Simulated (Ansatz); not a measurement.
**Molecular dynamics of Li**

Input:

```yaml
crystal:
  lattice:
    - [7.205315, 0.0, 0.0]
    - [0.0, 7.205315, 0.0]
    - [0.0, 0.0, 7.205315]
  atoms:
    - { symbol: Li, position: [0.08657216, 0.08317141, 0.06264381] }
    - { symbol: Li, position: [0.55459807, 0.03529523, 0.08408478] }
    - { symbol: Li, position: [-0.00189116, 0.54872742, -0.07440488] }
    - { symbol: Li, position: [0.04418582, 0.04641315, 0.48609858] }
    - { symbol: Li, position: [0.3103009, 0.28387711, 0.25468595] }
    - { symbol: Li, position: [0.60024051, 0.58015781, -0.00474451] }
    - { symbol: Li, position: [0.47576522, 0.06230979, 0.50231891] }
    - { symbol: Li, position: [0.74795638, 0.26777331, 0.33593164] }
    - { symbol: Li, position: [0.10118283, 0.46134841, 0.4643344] }
    - { symbol: Li, position: [0.28828924, 0.79382422, 0.28292352] }
    - { symbol: Li, position: [0.25239252, 0.2386875, 0.73869277] }
    - { symbol: Li, position: [0.40586339, 0.51883858, 0.54224632] }
    - { symbol: Li, position: [0.79444079, 0.62102114, 0.27080008] }
    - { symbol: Li, position: [0.77833013, 0.31753865, 0.74116266] }
    - { symbol: Li, position: [0.27325912, 0.81572913, 0.84746184] }
    - { symbol: Li, position: [0.80520182, 0.7175439, 0.60203794] }
basis:
  ecutwfc: 420.0
kpoints:
  mp_grid: { grid: [2, 2, 2] }
hamiltonian:
  xc: pbesol
scf:
  occupations: { method: fermi_dirac, width: 0.11 }
  lower_state_search: "off"
md:
  timestep: 1
  n_steps: 240
  ensemble: nvt_langevin
  temperature: 1040.0
  initial_velocities: maxwell_boltzmann
  seed: 160792
  friction: 0.02
  temperature_schedule:
    - { n_steps: 180, end_temperature: 300.0 }
    - { n_steps: 60, end_temperature: 300.0 }
```

Launched with:

```bash
$ ansatz run input.yaml --threads 1 --pin off --max-ram 3072MiB --backend cpu --events-out ev --progress --plain --runs-dir out
```

It goes on from the last frame of an earlier run, with new velocities.

Output, in part (step lines):

```
md step     0: t =     0.00 fs  T =   975.0 K (target 1040.0 K)  F+E_penalty+E_count = -3245.24592076 eV  E_kin = 2.016456 eV  (7 SCF iters)
md step     1: t =     1.00 fs  T =   938.2 K (target 1037.9 K)  F+E_penalty+E_count = -3245.27022482 eV  E_kin = 1.940410 eV  (6 SCF iters)
md step     2: t =     2.00 fs  T =  1009.9 K (target 1033.8 K)  F+E_penalty+E_count = -3245.29739352 eV  E_kin = 2.088580 eV  (6 SCF iters)
md step     3: t =     3.00 fs  T =  1060.0 K (target 1029.7 K)  F+E_penalty+E_count = -3245.32529002 eV  E_kin = 2.192169 eV  (6 SCF iters)
md step     4: t =     4.00 fs  T =   999.5 K (target 1025.6 K)  F+E_penalty+E_count = -3245.35094360 eV  E_kin = 2.067201 eV  (6 SCF iters)
md step     5: t =     5.00 fs  T =   963.4 K (target 1021.5 K)  F+E_penalty+E_count = -3245.37320448 eV  E_kin = 1.992517 eV  (5 SCF iters)
md step     6: t =     6.00 fs  T =  1054.2 K (target 1017.4 K)  F+E_penalty+E_count = -3245.39162657 eV  E_kin = 2.180183 eV  (5 SCF iters)
md step     7: t =     7.00 fs  T =  1049.2 K (target 1013.3 K)  F+E_penalty+E_count = -3245.40899235 eV  E_kin = 2.169835 eV  (5 SCF iters)
[... lines left out ...]
md step   239: t =   239.00 fs  T =   487.8 K (target 300.0 K)  F+E_penalty+E_count = -3246.73148188 eV  E_kin = 1.008935 eV  (5 SCF iters)
md step   240: t =   240.00 fs  T =   518.6 K (target 300.0 K)  F+E_penalty+E_count = -3246.74830074 eV  E_kin = 1.072554 eV  (6 SCF iters)
```

The steps, from the saved trajectory:

```csv
time (fs),T (K),potential energy less start (eV)
0.0,975,0.000
8.0,1100,-0.180
16.0,1199,-0.326
24.0,1190,-0.459
32.0,854,-0.499
40.0,839,-0.523
48.0,649,-0.534
56.0,1098,-0.671
64.0,892,-0.722
72.0,625,-0.831
80.0,619,-0.974
88.0,885,-1.166
96.0,857,-1.226
104.0,820,-1.168
112.0,740,-1.077
120.0,673,-1.036
128.0,532,-0.941
136.0,440,-0.851
144.0,488,-0.911
152.0,602,-1.121
160.0,604,-1.289
168.0,482,-1.319
176.0,512,-1.367
184.0,535,-1.447
192.0,533,-1.504
200.0,453,-1.450
208.0,323,-1.313
216.0,302,-1.260
224.0,360,-1.262
232.0,425,-1.356
240.0,519,-1.502
```

All steps were run. The schedule's set-point averaged 362 K over the second half and the system 485 K, so it lags behind the ramp. A run of 0.24 ps of so small a system gives no equilibrium averages. Limits of this set-up: coarse k mesh.

Mean squared displacements from the first frame to the last, about the centre of mass: Li 0.59 Å².

Last frame:

```xyz
16
Lattice="7.2053 0.0000 0.0000 0.0000 7.2053 0.0000 0.0000 0.0000 7.2053" Properties=species:S:1:pos:R:3
Li -0.056 0.407 0.245
Li 3.646 0.168 0.342
Li 0.113 3.925 0.150
Li -0.126 0.727 3.777
Li 1.674 1.945 1.886
Li 3.628 3.942 0.039
Li 3.171 0.000 3.748
Li 5.215 1.756 2.021
Li -0.050 4.033 3.991
Li 1.853 5.394 2.050
Li 2.127 2.257 4.871
Li 3.926 3.775 3.453
Li 5.523 5.684 2.205
Li 5.153 2.120 5.521
Li 1.847 5.984 5.598
Li 5.651 6.051 5.422
```

Time of the run: 13 min on 1 thread of Arm Neoverse V2, on a shared host, peak memory 0.52 GiB.
